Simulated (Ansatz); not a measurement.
# AsH3Si: the cost of one run

The runs use Ansatz 0.2.0, Gaussian basis; cc-pVTZ, core rule «outside noble gas», up to 19 orbitals frozen.

Plan: UHF; CCSD(T) on RHF; CCSD(T) on UHF; BCCD(T) on RHF; CCSDT(Q) on RHF; CCSDT(Q) on UHF; CASSCF and NEVPT2, 12 electrons in 11 orbitals.

7 further runs of the same task are left out: 1 for a known fault of the program, 6 set aside as unsound or not needed.

## Step 1: What is computed

The geometry is a PBE0/def2-TZVP stationary point (not a proven minimum) of the parent state, kept for this charge and spin. No spin-orbit coupling is included. The filled d shell of As may be among the frozen orbitals whatever the setting's name suggests; the logs give the count.

5 atoms, charge 0, spin multiplicity 1.

Atoms are counted from 1 here; the program's logs count them from 0.

Bond lengths: Si1–As2 2.357 Å, Si1–H3 1.488 Å, Si1–H4 1.488 Å, Si1–H5 1.488 Å. Angles: As2–Si1–H3 110.3°, As2–Si1–H4 110.3°, As2–Si1–H5 110.3°, H3–Si1–H4 108.7°, H3–Si1–H5 108.7°, H4–Si1–H5 108.7°.

## Step 2: UHF

Input file in.yaml:

```yaml
crystal:
  periodic: [false, false, false]
  atoms:
    - {symbol: Si, position_ang: [-1.650542, -0.011519, 0.004128]}
    - {symbol: As, position_ang: [0.706158, 0.004928, -0.001766]}
    - {symbol: H, position_ang: [-2.175948, 1.381149, 0.007507]}
    - {symbol: H, position_ang: [-2.158302, -0.715039, 1.213602]}
    - {symbol: H, position_ang: [-2.164376, -0.711463, -1.204855]}
basis:
  gaussian: {orbitals: cc-pVTZ}
magnetization: {spin_polarized: true, initial_magnetization: 0}
hamiltonian: {xc: hf}
output: {orbitals: {seedname: orbitals}}
```

The run is started by

```console
> ansatz run in.yaml --threads 1 --pin off --events-out ev --progress --plain --max-ram 4096MiB --backend cpu
```

**Question.** How long does this run take on 1 thread of AMD EPYC 7R13, shared host, and how much memory does it need?

About 16 s, with a peak of 0.42 GiB.
